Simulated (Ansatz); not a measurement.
# Cl3HSi: the cost of one run

Method: RKS PBE/def2-SVP, in Ansatz 0.2.0.

1 further run of the same task is left out (it didn't finish).

## 1. Starting point

Bond lengths: Si1–H2 1.660 Å, Si1–Cl3 2.330 Å, Si1–Cl4 2.128 Å, Si1–Cl5 2.128 Å. Angles: H2–Si1–Cl3 52.9°, H2–Si1–Cl4 119.6°, H2–Si1–Cl5 119.6°, Cl3–Si1–Cl4 122.4°, Cl3–Si1–Cl5 122.4°, Cl4–Si1–Cl5 109.5°.

Coordinates:

```xyz
5

Si    0.0000    0.0000    0.0000
H     0.6625    0.0000    1.5220
Cl    2.2646    0.0000    0.5484
Cl   -1.0032    1.7381   -0.7093
Cl   -1.0032   -1.7381   -0.7093
```

## 2. A restrained relaxation towards end A

Springs on the bonds that form and break draw the guess towards this end; the thresholds are loose.

The input, input.yaml:

```yaml
crystal:
  periodic: [false, false, false]
  atoms:
    - { symbol: Si, position_ang: [0.0, 0.0, 0.0] }
    - { symbol: H, position_ang: [0.6625, 0.0, 1.522] }
    - { symbol: Cl, position_ang: [2.2646, 0.0, 0.5484] }
    - { symbol: Cl, position_ang: [-1.0032, 1.7381, -0.7093] }
    - { symbol: Cl, position_ang: [-1.0032, -1.7381, -0.7093] }
basis:
  gaussian: { orbitals: def2-SVP }
hamiltonian:
  xc: pbe
relax:
  f_tol: 0.15
  max_steps: 25
  restrain:
    - { distance: [1, 2], at: 2.57, k: 30.0 }
    - { distance: [0, 1], at: 1.46, k: 30.0 }
    - { distance: [0, 2], at: 2.13, k: 30.0 }
```

Command:

```console
$ ansatz run input.yaml --threads 1 --pin off --max-ram 2048MiB --backend cpu --events-out ev --progress --plain --runs-dir out
```

What time and memory should one allow on 1 thread of Intel Xeon Platinum 8259CL at 2.50GHz (Skylake/Cascade Lake), shared host?

About 21 s, with a peak of 0.17 GiB.
